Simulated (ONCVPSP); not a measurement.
**An ONCV potential for tin, from input to tests**

Task: generate the file, and judge it by its errors in other configurations, its logarithmic derivatives, its ghosts and its cutoff.

Program: ONCVPSP 4.0.1. Reference atom: PW91, scalar-relativistic, spherical and spin-unpolarised. All values are calculated.

## Step 1: The atom and the settings

Typed settings, in words:

```json
{
 "element": "tin (Sn, Z = 50)",
 "type": "optimised norm-conserving Vanderbilt (ONCV)",
 "frozen core": "[Ar] 3d10",
 "valence charge": "22",
 "reference configuration": "4s2 4p6 4d10 5s2 5p2",
 "partial waves": "4s+5s: rc 1.40 bohr, ncon 4, nbas 8, qcut 8.2 1/bohr, 2 projectors; 4p+5p: rc 1.30 bohr, ncon 4, nbas 8, qcut 13.3 1/bohr, 2 projectors; 4d: rc 1.25 bohr, ncon 4, nbas 9, qcut 14.1 1/bohr, 2 projectors, debl 2.7 Ha",
 "local potential": "polynomial inside 1.25 bohr (lpopt 1, dvloc0 2 Ha)",
 "core correction": "not asked for"
}
```

The outer shells as boxes (Hund's rule for the drawing; the calculation is spin-unpolarised):

```
[Ar] core
3d [↑↓][↑↓][↑↓][↑↓][↑↓]
4s [↑↓]
4p [↑↓][↑↓][↑↓]
4d [↑↓][↑↓][↑↓][↑↓][↑↓]
5s [↑↓]
5p [↑ ][↑ ][  ]
```

An earlier all-electron run gives the scale for the radii.

All-electron outer shells of the reference configuration (PW91, scalar-relativistic, ld1.x):

| shell | level (eV) | outermost node (bohr) | outermost maximum (bohr) |
| --- | --- | --- | --- |
| 3p | -698.98 | 0.14 | 0.30 |
| 3d | -473.61 | – | 0.25 |
| 4s | -133.96 | 0.40 | 0.74 |
| 4p | -89.73 | 0.41 | 0.79 |
| 4d | -25.88 | 0.39 | 0.88 |
| 5s | -10.62 | 0.98 | 2.01 |
| 5p | -3.74 | 1.09 | 2.55 |

## Step 2: The generation run

Sn.dat reads:

```
# ATOM AND REFERENCE CONFIGURATION
# atsym  z   nc   nv     iexc    psfile
  Sn 50.00    6    5  -109134      upf
#
#   n    l    f
    1    0    2.00
    2    0    2.00
    2    1    6.00
    3    0    2.00
    3    1    6.00
    3    2   10.00
    4    0    2.00
    4    1    6.00
    4    2   10.00
    5    0    2.00
    5    1    2.00
#
# PSEUDOPOTENTIAL AND OPTIMIZATION
# lmax
    2
#
#   l,   rc,      ep,       ncon, nbas, qcut
    0    1.40    0.00    4    8    8.20
    1    1.30    0.00    4    8   13.30
    2    1.25    0.00    4    9   14.10
#
# LOCAL POTENTIAL
# lloc, lpopt,  rc(5),   dvloc0
    4    1    1.25    2.00
#
# VANDERBILT-KLEINMAN-BYLANDER PROJECTORs
# l, nproj, debl
    0    2    1.20
    1    2    1.50
    2    2    2.70
#
# MODEL CORE CHARGE
# icmod, fcfact, rcfact
    0    0.00    0.00
#
# LOG DERIVATIVE ANALYSIS
# epsh1, epsh2, depsh
   -6.00    5.00    0.04
#
# OUTPUT GRID
# rlmax, drl
    6.00    0.01
#
# TEST CONFIGURATIONS
# ncnf
    4
# nvcnf
#   n    l    f
    5
    4    0    2.00
    4    1    6.00
    4    2   10.00
    5    0    2.00
    5    1    1.00
#
    5
    4    0    2.00
    4    1    6.00
    4    2   10.00
    5    0    2.00
    5    1    0.00
#
    5
    4    0    2.00
    4    1    6.00
    4    2   10.00
    5    0    1.00
    5    1    0.00
#
    5
    4    0    2.00
    4    1    6.00
    4    2    9.00
    5    0    2.00
    5    1    2.00
#
```

Launch:

```sh
$ oncvpsp.x < Sn.dat > Sn.out
```

**Question.** What will these runs give? Wanted: cutoffs for 1 and 0.1 mHa per electron, occupied waves; bound ghosts; GHOST(+) flags; largest test error; largest phase difference near zero energy, channels read.

**Answer**, as computed:

| quantity | value |
| --- | --- |
| cutoffs for 1 and 0.1 mHa per electron, occupied waves | 49 Ha and 60 Ha |
| bound ghosts | none found |
| GHOST(+) flags | none at low energy |
| largest test error (AE − PS) | -11 meV, for 4s2 4p6 4d10 5s1 5p0 |
| largest phase difference near zero energy, channels read | 0.001 rad |

**Reading.** The worst unpolarised test, 4s2 4p6 4d10 5s1 5p0, is off by 11 meV on 52.0 eV; by total energies transferability rates as good. The potential is hard: the looser tolerance needs 49 Ha. It is free of bound ghosts as far as tested. Near zero energy the phases of the channels with partial waves agree within 0.001 rad. These are tests on the free atom; a crystal test is still owed.
